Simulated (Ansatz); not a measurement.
A nudged elastic band was laid between two geometries of a periodic cell of 17 atoms, HC16 (host C, host structure diamond, interstitial H).

The calculation used DFT LDA, scalar-relativistic, plane waves, PAW in Ansatz. Settings: cutoff 420 eV, k mesh 3x3x3, gaussian smearing 0.02 eV, spin collinear.

| Property | Result |
| --- | --- |
| movable images | 5 |
| climbing image | yes |
| spring | 5.0 eV/Å² |
| optimiser | quadratic models (default) |
| start path | IDPP |
| force threshold | 0.05 eV/Å |
| iteration limit | 18 |
| end points | relaxed |

First end point:

```xyz
17
Lattice="0.0000 3.5700 3.5700 3.5700 0.0000 3.5700 3.5700 3.5700 0.0000" Properties=species:S:1:pos:R:3
C 0.023 0.027 -0.025
C 0.915 0.919 0.868
C 1.808 1.812 -0.025
C 2.700 2.705 0.890
C 1.809 0.026 1.761
C 2.701 0.942 2.652
C 3.590 1.816 1.763
C 4.463 2.704 2.653
C 0.023 1.812 1.760
C 0.937 2.705 2.652
C 1.811 3.594 1.763
C 2.700 4.468 2.653
C 1.811 1.816 3.541
C 2.701 2.705 4.415
C 3.590 3.594 3.542
C 4.486 4.490 4.437
H 2.700 2.707 6.221
```

Last end point:

```xyz
17
Lattice="0.0000 3.5700 3.5700 3.5700 0.0000 3.5700 3.5700 3.5700 0.0000" Properties=species:S:1:pos:R:3
C 0.046 -0.028 -0.025
C 0.920 0.862 0.864
C 1.809 1.735 -0.025
C 2.702 2.650 0.867
C 1.809 -0.028 1.737
C 2.702 0.864 2.652
C 3.594 1.757 1.759
C 4.487 2.650 2.652
C 0.024 1.757 1.760
C 0.920 2.653 2.655
C 1.809 3.542 1.781
C 2.699 4.432 2.655
C 1.809 1.779 3.544
C 2.699 2.653 4.434
C 3.572 3.542 3.544
C 4.487 4.434 4.437
H 1.810 3.542 7.114
```

(1) What changes between the two ends?

(2) What energy profile does the band end with?

(3) What is the geometry of the highest image?

The band took 6 iterations and of the order of 3 core-minutes.

Results:

(1) The atom that moves furthest is H17, by 1.51 Å.

(2) The forces met the threshold. The highest image is number 3 of 0 to 6, 0.60 eV above the ends, which have the same energy within 2 meV. The order of the stationary point at the top wasn't checked. Limits of this set-up: coarse k mesh.

```
image  path coordinate (Å)  energy (eV)
    0                 0.00         0.00
    1                 0.25         0.13
    2                 0.50         0.42
    3                 0.76         0.60
    4                 1.01         0.42
    5                 1.26         0.13
    6                 1.51         0.00
```

(3) 
```xyz
17
Lattice="0.0000 3.5700 3.5700 3.5700 0.0000 3.5700 3.5700 3.5700 0.0000" Properties=species:S:1:pos:R:3:forces:R:3
C 0.053 0.013 -0.013 -0.02 -0.03 0.01
C 0.907 0.903 0.879 0.00 0.01 -0.03
C 1.798 1.762 -0.017 0.02 0.01 0.01
C 2.713 2.668 0.891 -0.02 0.01 -0.01
C 1.798 0.009 1.736 -0.01 -0.01 0.00
C 2.712 0.915 2.643 0.02 0.01 0.01
C 3.604 1.773 1.749 -0.02 0.02 -0.02
C 4.457 2.665 2.639 0.02 -0.02 0.03
C 0.015 1.795 1.769 0.00 0.00 0.01
C 0.923 2.681 2.656 0.00 0.02 0.00
C 1.813 3.567 1.765 0.02 -0.02 -0.01
C 2.698 4.458 2.655 -0.02 0.01 0.00
C 1.813 1.789 3.542 -0.01 0.00 0.00
C 2.697 2.680 4.433 0.01 0.00 0.00
C 3.587 3.566 3.541 -0.01 0.01 -0.01
C 4.495 4.452 4.427 0.00 -0.01 0.01
H 2.253 3.123 6.667 0.01 0.00 0.01
```

Time of the run: 110 s on 2 CPU threads of a shared host.
